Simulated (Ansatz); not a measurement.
# YSi2: a line through an energy map

One table from this session's results is given with a row withheld; the runs are named, their logs left out.

Method: DFT PBEsol, scalar-relativistic, plane waves, PAW, in Ansatz 0.2.0.

39 further runs of the same task are left out: 39 set aside as unsound or not needed.

### The starting structure

Symmetry: P6/mmm, No. 191, hexagonal system. The conventional cell has a = 4.062 Å, b = 4.062 Å, c = 3.902 Å, α = 90.00°, β = 90.00°, γ = 120.00°. Y (site symmetry 6/mmm) has 12 Si at 3.05 Å as nearest neighbours. Si (site symmetry -6m2) has 3 Si at 2.35 Å and 6 Y at 3.05 Å as nearest neighbours.

Coordinates:

```cif
data_structure
_symmetry_space_group_name_H-M 'P6/mmm'
_symmetry_Int_Tables_number 191
_cell_length_a 4.0625
_cell_length_b 4.0625
_cell_length_c 3.9024
_cell_angle_alpha 90.000
_cell_angle_beta 90.000
_cell_angle_gamma 120.000
_cell_volume 55.78
loop_
_atom_site_label
_atom_site_type_symbol
_atom_site_symmetry_multiplicity
_atom_site_Wyckoff_symbol
_atom_site_fract_x
_atom_site_fract_y
_atom_site_fract_z
_atom_site_occupancy
Y1 Y 1 a 0.00000 0.00000 0.00000 1
Si1 Si 2 d 0.33333 0.66667 0.50000 1
```

It is the result of an earlier relaxation at this level (volume 18.59 Å³/atom; gap on the mesh: none (metal)).

### Plan of the line

The energy is mapped over volume and the cell's shape.

First coordinate, volume per atom: 9 values from 15.62 to 21.57 Å³. Second coordinate, c/a of the conventional cell: 9 values from 0.852 to 1.084.

Nothing else is relaxed (symmetry fixes all fractional coordinates). Energies count from the relaxed crystal. Points are written as (first, second).

Set-up of the first run:

Input file input.yaml:

```yaml
crystal:
  lattice:
    - [3.6820785858, 0.0, 0.0]
    - [-1.8410392929, 3.188773594, 0.0]
    - [0.0, 0.0, 3.9902685634]
  atoms:
    - { symbol: "Y", position: [0.0, 0.0, 0.0] }
    - { symbol: Si, position: [0.3333333333, 0.6666666667, 0.5] }
    - { symbol: Si, position: [0.6666666667, 0.3333333333, 0.5] }
basis:
  ecutwfc: 420
kpoints:
  mp_grid: { grid: [12, 12, 12] }
hamiltonian:
  xc: pbesol
scf:
  occupations: { method: methfessel_paxton, width: 0.35 }
output:
  forces: true
  stress: true
  eigenvalues: true
```

Command:

```
$ ansatz run input.yaml --threads 1 --pin off --max-ram 2048MiB --backend cpu --events-out ev --progress --plain --runs-dir out
```

Among the steps run: Grid point (15.62 Å³, 1.084); The run at (16.36 Å³, 1.084); Point (17.11 Å³, 1.084); Grid point (17.85 Å³, 1.084); The run at (18.59 Å³, 1.084); The run at (19.34 Å³, 1.084); Grid point (20.08 Å³, 1.084); Grid point (20.82 Å³, 1.084); Point (21.57 Å³, 1.084).

One table of the session follows, with a row left open; its other results are not shown here.

| volume per atom (Å³) | energy (meV/atom) | slope (meV/atom per Å³) | pressure (GPa) |
| --- | --- | --- | --- |
| 15.62 | 323 | −187 | 29.9 |
| 16.36 | 207 | −128 | 20.6 |
| 17.11 | 130 | −81 | 13.0 |
| 17.85 | 84 | −44 | 7.0 |
| 18.59 | 63 | −13 | 2.1 |
| 19.34 | 62 | 11 | −1.7 |
| 20.08 | 78 | 29 | −4.7 |
| 20.82 | ? | ? | ? |
| 21.57 | 143 | 56 | −9.0 |

**Question.** Estimate the row for volume per atom (Å³) = 20.82.

Worked estimate for «energy (meV/atom)». A straight line through the neighbours (20.08, 78) and (21.57, 143) gives 78 + (143 − 78) × (20.82 − 20.08) / (21.57 − 20.08) = 110; a parabola fitted to 3 rows on both sides gives 105.

As computed: energy (meV/atom): 105; slope (meV/atom per Å³): 44; pressure (GPa): −7.1. In «energy (meV/atom)» the line misses by +5 and the parabola by +0.

Energies count from the relaxed crystal. Slopes come from the forces (and the stress, where the cell changes), not from differences of energies.

**Reading.** The lowest point of the line is at 19.34 Å³, 62 meV/atom from the zero. A fit to energies and slopes at the lowest point and its two neighbours puts the minimum at 18.979 Å³, with a curvature of about 32 meV/atom per (Å³)². V·d²E/dV² there is about 97 GPa, a bulk modulus under this line's constraint. The highest point computed, at 15.62 Å³, lies 261 meV/atom above the lowest. This is one cut through a surface in two coordinates; the map's lowest point lies off it.
